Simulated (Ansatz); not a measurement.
# C2H6BN: up Jacob's ladder to CCSD(T)

One table from this session's results is given with a row withheld; the runs are named, their logs left out.

The runs use Ansatz 0.2.0, Gaussian basis; functionals in def2-TZVPP, the program's frozen cores in correlated methods.

Plan: LDA (SPW92), PBE-D4, revPBE-D4, BLYP-D4, r2SCAN-D4, B97M-V, PBE0-D4, B3LYP-D4, r2SCANh-D4, r2SCAN0-D4, HSE06-D4, BHLYP-D4, CAM-B3LYP-D4, LC-ωPBE, ωB97X-V, ωB97M-V, B2PLYP, PBE-QIDH; CCSD(T)/def2-SVP; CCSD(T)/def2-TZVPP; MP2/def2-QZVPP; extrapolation to the limit; RPA on PBE.

**The relaxed structure**

All runs share one geometry, relaxed beforehand with PBE0-D4 in a triple-zeta def2 set.

SMILES `C=NBC`, 10 atoms, charge 0, spin multiplicity 1.

Atoms are counted from 1 here; the program's logs count them from 0.

Bond lengths: C1–N2 1.240 Å, C1–H5 1.095 Å, C1–H6 1.095 Å, N2–B3 1.359 Å, B3–C4 1.573 Å, B3–H7 1.202 Å, C4–H8 1.095 Å, C4–H9 1.091 Å, C4–H10 1.095 Å. Angles: N2–C1–H5 121.6°, N2–C1–H6 121.6°, H5–C1–H6 116.8°, C1–N2–B3 180.0°, N2–B3–C4 122.2°, N2–B3–H7 116.1°, C4–B3–H7 121.8°, B3–C4–H8 109.9°, B3–C4–H9 113.8°, B3–C4–H10 110.0°, H8–C4–H9 108.4°, H8–C4–H10 105.9°, H9–C4–H10 108.4°.

The first run:

in.yaml reads:

```yaml
crystal:
  periodic: [false, false, false]
  atoms:
    - {symbol: C, position_ang: [-1.212075, 0.914999, -1.429798]}
    - {symbol: N, position_ang: [-0.383705, 0.214184, -0.829355]}
    - {symbol: B, position_ang: [0.523891, -0.554664, -0.172123]}
    - {symbol: C, position_ang: [0.741498, -0.449234, 1.382644]}
    - {symbol: H, position_ang: [-0.944003, 1.892269, -1.844364]}
    - {symbol: H, position_ang: [-2.246366, 0.585480, -1.572846]}
    - {symbol: H, position_ang: [1.153598, -1.323090, -0.848227]}
    - {symbol: H, position_ang: [0.561687, -1.422132, 1.851632]}
    - {symbol: H, position_ang: [0.102866, 0.291011, 1.867578]}
    - {symbol: H, position_ang: [1.785710, -0.200024, 1.597759]}
basis:
  gaussian: {orbitals: def2-TZVPP}
hamiltonian: {xc: lda}
output: {orbitals: {seedname: orbitals}}
```

Command:

```console
$ ansatz run in.yaml --threads 2 --pin off --events-out ev --progress --plain --max-ram 4352MiB
```

Among the steps run: LDA; PBE-D4 (GGA); revPBE-D4 (GGA); BLYP-D4 (GGA); r2SCAN-D4 (meta-GGA); B97M-V (meta-GGA); PBE0-D4 (hybrid); B3LYP-D4 (hybrid); r2SCANh-D4 (hybrid); r2SCAN0-D4 (hybrid); HSE06-D4 (hybrid); BHLYP-D4 (hybrid); CAM-B3LYP-D4 (range-separated); LC-ωPBE (range-separated); ωB97X-V (range-separated); ωB97M-V (range-separated); B2PLYP (double hybrid); PBE-QIDH (double hybrid).

One of the session's tables, all rows but one given; the rest of the session is left out.

It belongs to the step «Frontier levels by functional». 

| functional | HOMO (eV) | gap (eV) |
| --- | --- | --- |
| LDA (SPW92) | -6.41 | 4.35 |
| PBE-D4 | -6.29 | 4.45 |
| revPBE-D4 | -6.24 | 4.48 |
| BLYP-D4 | -6.18 | 4.46 |
| r2SCAN-D4 | -6.49 | 4.89 |
| B97M-V | -6.59 | 5.06 |
| PBE0-D4 | -7.58 | 6.83 |
| B3LYP-D4 | -7.37 | 6.36 |
| r2SCANh-D4 | -6.98 | 5.79 |
| r2SCAN0-D4 | -7.73 | 7.13 |
| HSE06-D4 | -7.18 | 6.04 |
| BHLYP-D4 | -8.81 | 9.24 |
| CAM-B3LYP-D4 | -8.98 | 9.39 |
| LC-ωPBE | -10.33 | 11.97 |
| ωB97X-V | -9.98 | 11.53 |
| ωB97M-V | ? | ? |

**Question.** Estimate the row for ωB97M-V.

The run gave: HOMO (eV): -9.90; gap (eV): 11.30. In the column «HOMO (eV)» it lies between ωB97X-V (-9.98) and CAM-B3LYP-D4 (-8.98).
